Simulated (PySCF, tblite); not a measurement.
# B16N16H14: electronic excitations, NMR shifts

Aim: compute the electronic excitations, NMR shifts of B16N16H14.

Computed with tblite 0.8.0 and PySCF 2.14.0 and routines of our own; the level stands in each step. Atoms count from 0.

## 1. The system as given

46 atoms, charge 0, multiplicity 1; geometry from: force field, distance geometry or constructed start.

## 2. Relaxing the molecule with GFN2-xTB

Job settings and geometry (Å):

```
{"job": {"kind": "relax", "xc": "GFN2-xTB", "basis": "xTB"}, "charge": 0, "multiplicity": 1}
B      2.684000     0.896900    -0.567700
N      1.905200     1.978500    -1.125200
B      2.188800     1.708300     1.754100
N      1.078300     2.445800     1.194700
B      0.894900     2.495300    -0.231400
N     -0.431900     2.496000    -0.789600
B     -0.052600     2.567600     2.081100
N     -1.286400     2.095500     1.533800
B     -0.609000     2.439300    -2.223100
N     -1.719100     1.709800    -2.773300
B     -1.443300     1.974700     0.094400
N     -2.214300     0.896700    -0.455700
B     -2.053000     1.245500     2.420800
N     -2.382400    -0.037200     1.860900
B     -2.275800     0.722800    -1.891200
N     -2.323800    -0.605300    -2.437300
B     -2.377200    -0.225800     0.428800
N     -1.951000    -1.484600    -0.125300
B     -2.137600    -1.146100     2.749600
N     -1.287000    -2.165100     2.197600
B     -1.841000    -1.633000    -1.558600
N     -0.791300    -2.444700    -2.112500
B     -1.126900    -2.266900     0.765800
N      0.133800    -2.657400     0.205500
B      0.329800    -2.650500    -1.227800
N      1.591500    -2.272400    -1.778400
B      1.258300    -2.443900     1.089800
N      2.305300    -1.636200     0.539500
B      2.417800    -1.480800    -0.899400
N      2.846000    -0.227300    -1.446200
B      2.792800    -0.605300     1.420700
N      2.738900     0.719000     0.869800
H      2.066300     2.349600    -2.077700
H      2.599300     1.903200     2.834000
H      0.031400     3.016900     3.158300
H      0.140100     2.993900    -2.933800
H     -2.084700     1.883100    -3.736500
H     -2.365800     1.576100     3.490300
H     -2.674900    -0.808400    -3.401100
H     -2.593700    -1.211100     3.825400
H     -0.791300    -2.829100     2.828200
H     -0.828900    -2.855400    -3.066000
H      1.904800    -2.541500    -2.742000
H      1.310300    -2.900800     2.165800
H      3.237500    -0.137800    -2.404700
H      3.185700    -0.827800     2.495600
```

On the command line:

```
OMP_NUM_THREADS=2 python large_run.py task.json out
```

One launch serves the whole session: the jobs run in the order shown.

Log:

```text
step      E/eV     max force
  0   -2035.60212    2.240
  1   -2036.24898    1.602
  2   -2036.80445    1.107
  3   -2037.04022    0.586
  4   -2037.13117    0.479
  5   -2037.19310    0.403
  6   -2037.24701    0.323
  7   -2037.27849    0.322
  8   -2037.30555    0.317
  9   -2037.33148    0.275
 10   -2037.35680    0.290
 11   -2037.37770    0.231
 12   -2037.39623    0.244
 13   -2037.41528    0.252
 14   -2037.43413    0.221
 15   -2037.45043    0.203
 16   -2037.46191    0.131
 17   -2037.46935    0.138
 18   -2037.47542    0.121
 19   -2037.48117    0.110
 20   -2037.48579    0.097
 21   -2037.48892    0.097
 22   -2037.49117    0.088
 23   -2037.49340    0.092
 24   -2037.49605    0.088
 25   -2037.49876    0.106
 26   -2037.50117    0.089
 27   -2037.50336    0.081
 28   -2037.50560    0.095
 29   -2037.50797    0.102
 30   -2037.51034    0.141
 31   -2037.51270    0.142
 32   -2037.51540    0.105
 33   -2037.51860    0.096
 34   -2037.52183    0.088
 35   -2037.52459    0.094
 36   -2037.52688    0.092
 37   -2037.52892    0.072
 38   -2037.53073    0.060
 39   -2037.53220    0.055
 40   -2037.53343    0.067
 41   -2037.53463    0.069
 42   -2037.53589    0.057
 43   -2037.53712    0.053
 44   -2037.53820    0.056
 45   -2037.53913    0.059
 46   -2037.53996    0.046
 47   -2037.54069    0.041
 48   -2037.54131    0.036
 49   -2037.54186    0.036
 50   -2037.54235    0.034
 51   -2037.54276    0.032
 52   -2037.54309    0.034
 53   -2037.54339    0.028
 54   -2037.54370    0.028
 55   -2037.54401    0.027
 56   -2037.54429    0.025
 57   -2037.54448    0.022
 58   -2037.54463    0.023
 59   -2037.54478    0.022
 60   -2037.54492    0.021
 61   -2037.54507    0.021
 62   -2037.54519    0.017
```

It took 3.1 s on 2 threads of Intel Xeon 6975P-C, shared host; peak memory 0.16 GiB.

Along the way:

| step | energy from step 0 (eV) | largest force (eV/Å) |
| --- | --- | --- |
| 0 | 0.0000 | 2.2398 |
| 1 | -0.6469 | 1.6023 |
| 2 | -1.2023 | 1.1065 |
| 3 | -1.4381 | 0.5863 |
| 4 | -1.5291 | 0.4785 |
| 5 | -1.5910 | 0.4030 |
| 6 | -1.6449 | 0.3227 |
| 7 | -1.6764 | 0.3222 |
| 8 | -1.7034 | 0.3175 |
| 12 | -1.7941 | 0.2447 |
| 17 | -1.8672 | 0.1375 |
| 21 | -1.8868 | 0.0967 |
| 26 | -1.8990 | 0.0889 |
| 30 | -1.9082 | 0.1417 |
| 35 | -1.9225 | 0.0944 |
| 39 | -1.9301 | 0.0550 |
| 44 | -1.9361 | 0.0553 |
| 48 | -1.9392 | 0.0362 |
| 53 | -1.9413 | 0.0278 |
| 58 | -1.9425 | 0.0229 |
| 59 | -1.9427 | 0.0220 |
| 60 | -1.9428 | 0.0208 |
| 61 | -1.9429 | 0.0218 |
| 62 | -1.9431 | 0.0175 |

Close pairs (by a distance rule), those that changed most:

| bond | before (Å) | after (Å) | change (Å) |
| --- | --- | --- | --- |
| N25–H42 | 1.048 | 1.010 | -0.039 |
| N15–H38 | 1.046 | 1.010 | -0.036 |
| N9–H36 | 1.045 | 1.009 | -0.036 |
| N19–H40 | 1.041 | 1.008 | -0.034 |
| N29–H44 | 1.039 | 1.009 | -0.030 |
| N21–H41 | 1.039 | 1.010 | -0.029 |
| B18–N19 | 1.438 | 1.411 | -0.026 |
| N1–H32 | 1.035 | 1.009 | -0.026 |

The end geometry stands in the next job.

## 3. Infrared spectrum with GFN2-xTB

Job settings and geometry (Å):

```
{"job": {"kind": "ir", "xc": "GFN2-xTB", "basis": "xTB"}, "charge": 0, "multiplicity": 1}
B      2.575626     0.871524    -0.588344
N      1.975169     2.057109    -1.112894
B      2.185005     1.780588     1.684428
N      1.127680     2.576652     1.141029
B      0.907340     2.556157    -0.287203
N     -0.425969     2.665284    -0.824767
B     -0.016293     2.709262     2.012372
N     -1.231296     2.154035     1.499064
B     -0.781390     2.727442    -2.212744
N     -1.736728     1.811640    -2.710355
B     -1.323214     1.961391     0.072359
N     -2.099690     0.887562    -0.468165
B     -1.939097     1.252115     2.370609
N     -2.254522    -0.040632     1.850357
B     -2.116180     0.690292    -1.888175
N     -2.236164    -0.636043    -2.406732
B     -2.182990    -0.241663     0.424109
N     -1.880809    -1.526802    -0.130862
B     -2.118836    -1.197577     2.702107
N     -1.516737    -2.345299     2.143059
B     -1.730076    -1.673498    -1.549803
N     -0.822834    -2.675939    -2.028040
B     -1.115941    -2.359930     0.766320
N      0.150619    -2.839535     0.256265
B      0.336112    -2.772711    -1.173438
N      1.638596    -2.462734    -1.688880
B      1.277425    -2.531656     1.107388
N      2.278268    -1.668870     0.560309
B      2.330482    -1.503394    -0.873770
N      2.828251    -0.276970    -1.413318
B      2.726850    -0.589238     1.403403
N      2.697440     0.725978     0.844456
H      1.867872     2.142712    -2.112383
H      2.491273     1.860879     2.811485
H      0.086319     3.066983     3.121125
H     -0.257854     3.488226    -2.941574
H     -1.948327     1.804542    -3.696709
H     -2.094449     1.506083     3.502675
H     -2.200824    -0.771199    -3.406544
H     -2.403205    -1.159346     3.837311
H     -1.191090    -3.077419     2.753862
H     -0.693399    -2.765078    -3.025399
H      1.753652    -2.415029    -2.690673
H      1.288890    -2.823504     2.242607
H      2.841138    -0.160074    -2.415724
H      2.951848    -0.762814     2.539752
```

Log:

```text
mode    cm-1     km/mol
  1      67.2      0.05
  2      70.1      0.00
  3      85.6      0.54
  4      96.0      0.13
  5     159.2      0.05
  6     167.6      0.17
  7     184.0      1.21
  8     191.7      0.13
  9     205.5      0.70
 10     225.8      0.87
 11     242.4      0.96
 12     255.5      0.28
 13     266.1      1.04
 14     275.6      0.03
 15     290.2      2.32
 16     293.5      1.80
 17     306.5      0.37
 18     319.6      0.48
 19     330.4      2.52
 20     333.1      0.90
 21     337.2      0.07
 22     352.1      2.53
 23     374.0      0.81
 24     394.7      2.84
 25     411.7      2.40
 26     414.0      0.30
 27     420.5      3.39
 28     424.2      1.48
 29     435.0      0.39
 30     449.7      1.33
 31     477.4      1.63
 32     486.7      0.68
 33     498.8      2.29
 34     499.8      1.29
 35     520.6      1.58
 36     530.5      1.74
 37     536.0      0.69
 38     547.4      1.73
 39     557.1      4.16
 40     562.1      4.09
 41     572.3      0.36
 42     587.6      3.57
 43     609.8     10.04
 44     628.3     27.47
 45     637.8    178.28
 46     649.0    125.79
 47     651.9      1.47
 48     655.8    101.09
 49     659.1      9.53
 50     665.0     49.44
 51     669.7     48.48
 52     679.7     95.93
 53     685.2    261.24
 54     688.6     72.76
 55     697.0    106.29
 56     709.3     67.67
 57     717.4     45.87
 58     722.3    135.55
 59     736.6     46.63
 60     741.5     12.31
 61     748.1     16.42
 62     759.3     51.90
 63     767.3    191.43
 64     776.8     74.47
 65     780.8    182.02
 66     784.1     56.43
 67     794.2     32.57
 68     797.6     62.53
 69     856.9      2.53
 70     865.3      0.26
 71     910.2      2.89
 72     930.3      2.52
 73     985.7      2.29
 74     990.1      0.59
 75    1004.5      2.23
 76    1010.0      4.51
 77    1026.0      4.96
 78    1034.7      2.78
 79    1054.7      0.22
 80    1070.0      2.73
 81    1071.4     10.37
 82    1078.7     12.35
 83    1083.6     18.91
 84    1099.1      2.71
 85    1116.4     22.95
 86    1119.0     28.49
 87    1126.2     12.95
 88    1132.2      3.33
 89    1139.9      0.69
 90    1147.7      4.15
 91    1155.6      1.18
 92    1164.7     12.72
 93    1168.3      7.75
 94    1180.0      3.29
 95    1188.5      3.11
 96    1193.6     12.21
 97    1198.2      4.25
 98    1202.6     22.93
 99    1205.8      8.75
100    1209.7      4.26
101    1221.1     13.75
102    1236.8      9.50
103    1245.7     18.75
104    1256.2     30.85
105    1262.0     42.79
106    1274.3     15.13
107    1295.9    173.95
108    1304.0     16.65
109    1309.3     61.13
110    1320.8    143.32
111    1330.4     75.19
112    1347.8    624.05
113    1362.9    410.84
114    1372.1    267.01
115    1374.5   2012.79
116    1377.0    257.36
117    1395.8   2347.07
118    1415.1   2524.72
119    2562.1    262.51
120    2598.9     74.40
121    2611.9     66.94
122    2615.7     11.62
123    2620.6    202.92
124    2623.1    153.84
125    2633.8    621.00
126    3440.6      0.66
127    3442.8      0.44
128    3444.1     10.30
129    3446.4     18.36
130    3452.6      7.45
131    3456.1      5.18
132    3473.9      0.07
```

Run time: 13 s. Hardware: 2 threads of Intel Xeon 6975P-C, shared host; peak memory 0.16 GiB.

The strongest bands and the atoms that carry them (share of the mass-weighted mode):

```csv
cm⁻¹,km/mol,atoms
1348,624.0,B0 13 %
1363,410.8,B18 14 %
1372,267.0,"B28 10 %, B14 10 %"
1374,2012.8,B24 11 %
1396,2347.1,B20 12 %
1415,2524.7,B14 12 %
2562,262.5,H35 92 %
2634,621.0,"H34 60 %, H37 15 %, H33 10 %"
```

## 4. Electronic excitations: TDDFT B3LYP/6-31G*

The job, as its differences from that of step 3:

```diff
@@ -1,2 +1,2 @@
-{"job": {"kind": "ir", "xc": "GFN2-xTB", "basis": "xTB"}, "charge": 0, "multiplicity": 1}
+{"job": {"kind": "uv", "basis": "6-31G*", "grid": 1, "kgrid": 0, "vcut": 1.5, "nstates": 6, "ntriplets": 2, "tda": false, "delta": [], "pop": true, "xc": "B3LYP"}, "charge": 0, "multiplicity": 1}
 B      2.575626     0.871524    -0.588344
```

Method: TDDFT B3LYP/6-31G*, vertical, gas phase, core orbitals frozen in the response, virtual orbitals cut by energy.

Log:

```text
start: PBE on a coarse grid of 39675 points
cycle   1  E = -1281.6079924984  dE =  5.916e+00  |g| = 1.505e+00  |ddm| = 7.730e+00
cycle   2  E = -1280.6438061400  dE =  9.642e-01  |g| = 2.530e+00  |ddm| = 3.814e+00
cycle   3  E = -1282.1123166183  dE = -1.469e+00  |g| = 2.558e-01  |ddm| = 2.606e+00
cycle   4  E = -1282.1281119116  dE = -1.580e-02  |g| = 1.104e-01  |ddm| = 3.720e-01
cycle   5  E = -1282.1307867330  dE = -2.675e-03  |g| = 3.633e-02  |ddm| = 1.201e-01
cycle   6  E = -1282.1310908324  dE = -3.041e-04  |g| = 1.255e-02  |ddm| = 4.602e-02
cycle   7  E = -1282.1311245465  dE = -3.371e-05  |g| = 2.797e-03  |ddm| = 1.256e-02
final grid: 175525 points
cycle   8  E = -1283.5534280325  dE = -1.072e-02  |g| = 1.534e-01  |ddm| = 3.945e-01
cycle   9  E = -1283.5500849860  dE =  3.343e-03  |g| = 1.960e-01  |ddm| = 2.453e-01
cycle  10  E = -1283.5581749039  dE = -8.090e-03  |g| = 1.105e-02  |ddm| = 1.438e-01
cycle  11  E = -1283.5582056053  dE = -3.070e-05  |g| = 4.017e-03  |ddm| = 1.657e-02
cycle  12  E = -1283.5582072215  dE = -1.616e-06  |g| = 1.111e-03  |ddm| = 4.442e-03
cycle  13  E = -1283.5582100157  dE = -2.794e-06  |g| = 4.216e-04  |ddm| = 1.189e-03
cycle  14  E = -1283.5582073814  dE =  2.634e-06  |g| = 8.913e-05  |ddm| = 4.365e-04
converged SCF energy = -1283.5582073814

Static polarisability (au): isotropic 235.859, principal 208.911 237.269 261.398

Singlet excitations
state   eV       nm        f      main configurations
  1   5.0144    247.3   0.00613   H->L 0.89
  2   5.0794    244.1   0.00375   H-1->L 0.84
  3   5.3145    233.3   0.00201   H->L+1 0.91
  4   5.4094    229.2   0.00016   H-1->L+1 0.95
  5   5.6994    217.5   0.01732   H->L+2 0.55, H-2->L 0.19, H-3->L 0.13
  6   5.7405    216.0   0.00049   H-3->L 0.56, H-2->L 0.15, H-4->L 0.10

Triplet excitations (Tamm-Dancoff, eV): 4.7502 4.8603
```

Wall time 70 s (2 threads of Intel Xeon 6975P-C, shared host); peak memory 1.7 GiB.

The orbitals next to the gap, with their largest atomic shares:

```csv
orbital,eV,atoms
HOMO−4,-7.23,"N9 12 %, N23 12 %, N19 10 %"
HOMO−3,-7.08,"N19 16 %, N31 10 %, N3 10 %"
HOMO−2,-7.06,"N17 23 %, N23 12 %, N11 11 %"
HOMO−1,-6.38,"N21 20 %, N25 19 %, N29 9 %"
HOMO,-6.34,"N1 16 %, N5 13 %, N23 10 %"
LUMO,-0.57,"B6 20 %, B2 14 %, B4 11 %"
LUMO+1,-0.25,"B26 20 %, B18 11 %, B22 10 %"
LUMO+2,0.21,"B8 29 %, B30 13 %, B14 11 %"
LUMO+3,0.40,"B18 25 %, B22 17 %, B26 15 %"
```

With each of the 6 states as a Gaussian band of 0.4 eV half-width at 1/e, the curve within the window shown has maxima at 219 nm (ε 790) L/(mol cm). Beyond the last state computed it falls off for lack of states. The curve at chosen wavelengths:

nm, ε (L/mol/cm) and a bar:
```
      205        355 #############
      208        493 ##################
      211        623 #######################
      214        724 ###########################
      217        781 ##############################
      220        793 ##############################
      223        770 #############################
      226        727 ###########################
      229        678 #########################
      232        634 ########################
      235        599 ######################
      238        571 #####################
      241        546 ####################
      244        518 ###################
      247        483 ##################
      250        441 ################
      253        391 ##############
      256        338 ############
      259        283 ##########
      262        230 ########
      265        182 ######
      268        140 ####
      271        106 ###
      274         77 ##
      277         56 #
      280         39
```

Leading natural transition orbitals of singlet state 5: the hole lies on N5 15 %; N1 12 %; N15, N23 about 9 % each; the particle on B8 16 %; B14, B30 about 10 % each; B12 7 %.

Leading natural transition orbitals of singlet state 1: the hole lies on N1 17 %; N5 13 %; N7, N29 about 10 % each; the particle on B6 15 %; B2, B4, B10 about 10 % each.

Ground-state properties from the same run:

```csv
property,computed
dipole moment (D),7.14
polarisability (Å³),34.95
HOMO–LUMO gap (eV),5.76
−ε(HOMO) (eV),6.34
```

Orbitals, density, ELF and potential are computed afterwards from the orbital file.

Frontier orbitals at B3LYP/6-31G*, with the share of their density that lies nearest to each atom:

```
orbital  energy (eV)                                                     lies on
   HOMO        -6.34  N1, N5 about 14 % each; N23 10 %; 4 N atoms about 7 % each
   LUMO        -0.57                        B6 15 %; B2, B4, B10 about 10 % each
```

ELF in a plane through or near 12 of the atoms.

Ten even steps from '0' (0.00) to '9' (1.00):
```
0000000000000000000000000000
0000000000000000000000000000
0000000000000000000000000000
0000000000000000100000000000
0000000000010014630000000000
0000001352012246762167600000
0000134785013256784799960000
0003999576138732534599950000
0003898685272540275344100000
0000110135286744746500110000
0000001278512353858748997000
0000089923612674234439999100
0000199968728446127845785000
0000023114217786268840000000
0000000002432354267741000000
0000000002430000023221000000
0000000001220000000000000000
0000000000000000000000000000
0000000000000000000000000000
0000000000000000000000000000
```
The map spans 13.0 Å across and 12.0 Å up, centred on the molecule. Atoms in the plane (x, y in Å): N9 (-2.9, 1.4), N11 (-0.6, 0.7), B12 (2.2, 1.4), N13 (1.8, 0.1), B14 (-2.0, 0.4), N15 (-2.4, -1.0), B16 (0.4, -0.3), N17 (0.0, -1.6), B18 (2.8, -1.0), H36 (-3.9, 1.3), H37 (3.3, 1.8), H38 (-3.3, -1.2).

On the surface of density 0.002 e/bohr³ the electrostatic potential runs, from the 1st to the 99th percentile, from -0.82 V near N1 to 2.21 V near H41.

[end of part 1 of 2]
